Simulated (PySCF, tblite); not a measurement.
**C₄H₃FNOS radical: geometry, infrared bands and EPR parameters**

What infrared bands and EPR parameters should C₄H₃FNOS radical (`N#C[CH]C(=S)OCF`) show?

The runs use tblite 0.8.0 and PySCF 2.14.0, with density-fitted response routines of our own; the level of theory stands in each step. All values are computed, except where a source is named. Atoms count from 0, in the outputs and in this text.

## Step 1: Starting geometry

11 atoms, charge 0, multiplicity 2; geometry from: force field or distance geometry start.

Bonds of the start (Å): N0–C1 1.16, C1–C2 1.47, C2–C3 1.49, C3–S4 1.66, C3–O5 1.39, O5–C6 1.43, C6–F7 1.40, C2–H8 1.11, C6–H9 1.10, C6–H10 1.09.

## Step 2: Relaxing the molecule with GFN2-xTB

The job: settings as JSON, then the geometry in Å.

```
{"job": {"kind": "relax", "xc": "GFN2-xTB", "basis": "xTB"}, "charge": 0, "multiplicity": 2}
N     -2.372300     1.763000    -1.116000
C     -2.041300     0.784400    -0.591400
C     -1.612800    -0.443100     0.104800
C     -0.274000    -0.273800     0.739500
S     -0.068000     0.760600     2.023200
O      0.778300    -1.036200     0.245100
C      1.776300    -0.285700    -0.451800
F      2.720500    -1.239300    -0.843000
H     -2.373300    -0.666300     0.875300
H      2.200300     0.433700     0.271200
H      1.271500     0.205400    -1.282900
```

Command:

```
> OMP_NUM_THREADS=1 python probes_run.py task.json out
```

The driver reads the jobs from task.json and runs them one after another.

**Question.** This job is followed by: GFN2-xTB harmonic vibrations, gas phase; UKS B3LYP, pcH-1 on C F H N O S, non-relativistic, mean-field spin-orbit, GIAO. What will the session give for the following? strongest single infrared mode (GFN2-xTB); zero-point energy (GFN2-xTB); g(iso) (B3LYP); ⟨S²⟩; largest a(iso) (averaged by class); potential on the surface of density 0.002 e/bohr³, 1st and 99th percentile; property runs in this session.

As calculated:

| quantity | value |
| --- | --- |
| strongest single infrared mode (GFN2-xTB) | 1110 cm⁻¹, 193 km/mol |
| zero-point energy (GFN2-xTB) | 39.9 kcal/mol |
| g(iso) (B3LYP) | 2.03146 |
| ⟨S²⟩ | 0.781 (exact 0.75) |
| largest a(iso) (averaged by class) | 13C on C2, 44.6 MHz |
| potential on the surface of density 0.002 e/bohr³, 1st and 99th percentile | -1.46 V and 1.63 V |
| property runs in this session | 1, of which 0 failed and 1 gave unsound results |

**Reading.** The optimisation took 79 steps and gained 1.889 eV; among the close pairs (by a distance rule), C2–C3 changed most, from 1.491 to 1.377 Å. All 27 modes are real, so the xTB geometry is a minimum. The strongest single mode, at 1110 cm⁻¹, is spread over several atoms, O5, H8, C6, C3 among them. Unscaled tight-binding wavenumbers are off by several per cent, some by more. Its intensities can rank the bands wrongly. The largest spin populations lie on S4 (0.58 e), C2 (0.53 e). The isotropic g lies 29.1 ppt above the free-electron value. These values are not to be trusted: the run shows nearly degenerate orbitals, where second-order g theory doesn't apply.
